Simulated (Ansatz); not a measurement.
# ClH2O2Si: the cost of one run

All numbers are computed with Ansatz 0.2.0, driven from Python. Level of theory: PBE/def2-SVP.

**1. The system**

Bond lengths: O1–Si2 1.622 Å, Si2–O3 1.622 Å, Si2–Cl4 2.056 Å, O1–H5 0.954 Å, O3–H6 0.954 Å. Angles: O1–Si2–O3 102.0°, O1–Si2–Cl4 110.4°, O3–Si2–Cl4 110.6°, Si2–O1–H5 122.6°, Si2–O3–H6 122.3°.

No structure file is read: the coordinates are typed or built in the script.

**2. The code**

File clh2o2si.py:

```python
'''Bending curve of ClH2O2Si.'''

import ansatz
from ase import Atoms

BASIS_SET = 'def2-SVP'
XC = 'PBE'
FORCE_TOL = 0.02


def main() -> None:
    atoms = Atoms(['O', 'Si', 'O', 'Cl', 'H', 'H'], positions=[
        (-0.28796, 1.35276, -0.43925),
        (0.147, -0.20949, -0.47157),
        (1.20907, -0.29024, 0.75227),
        (-1.47713, -1.41374, -0.09972),
        (-1.06468, 1.67916, -0.88621),
        (1.47371, -1.11844, 1.14448),
    ])

    # start the scan from a relaxed geometry
    first = ansatz.Crystal.molecule_from_ase(atoms).calculation()
    first = first.basis(gaussian=BASIS_SET)
    first = first.functional(XC)
    first = first.spin('collinear', total=1)
    first = first.relax(force_tolerance=FORCE_TOL, max_steps=80)
    atoms.positions = first.run(threads=1, backend='cpu').report['positions_ang']

    rows = []
    for angle in [90, 100, 110, 120, 135, 150, 165, 179]:
        bent = atoms.copy()
        bent.set_angle(1, 2, 5, angle, indices=[5])
        setup = (
            ansatz.Crystal.molecule_from_ase(bent).calculation()
            .basis(gaussian=BASIS_SET)
            .functional(XC)
            .spin('collinear', total=1)
        )
        rows.append((angle, setup.run(threads=1, backend='cpu').report['free_energy_ev']))
    floor = min(e for _, e in rows)
    for angle, e in rows:
        print(f'angle Si1-O2-H5 = {angle:3d} deg   {1000 * (e - floor):9.1f} meV')


if __name__ == '__main__':
    main()
```

**3. What the engine is handed**

The engine receives this input (first run):

```yaml
crystal:
  periodic: [false, false, false]
  atoms:
    - { symbol: O, position_ang: [-0.28796, 1.35276, -0.43925] }
    - { symbol: Si, position_ang: [0.147, -0.20949, -0.47157] }
    - { symbol: O, position_ang: [1.20907, -0.29024, 0.75227] }
    - { symbol: Cl, position_ang: [-1.47713, -1.41374, -0.09972] }
    - { symbol: H, position_ang: [-1.06468, 1.67916, -0.88621] }
    - { symbol: H, position_ang: [1.47371, -1.11844, 1.14448] }
basis:
  gaussian:
    orbitals: def2-SVP
hamiltonian:
  xc: pbe
magnetization:
  spin_polarized: true
  initial_magnetization: 1.0
relax:
  f_tol: 0.02
  max_steps: 80
```

**4. The run**

Run with:

```console
> python clh2o2si.py
```

What time and memory should one allow on 1 thread of Arm Neoverse V1, shared host?

About 44 s, with a peak of 0.22 GiB.
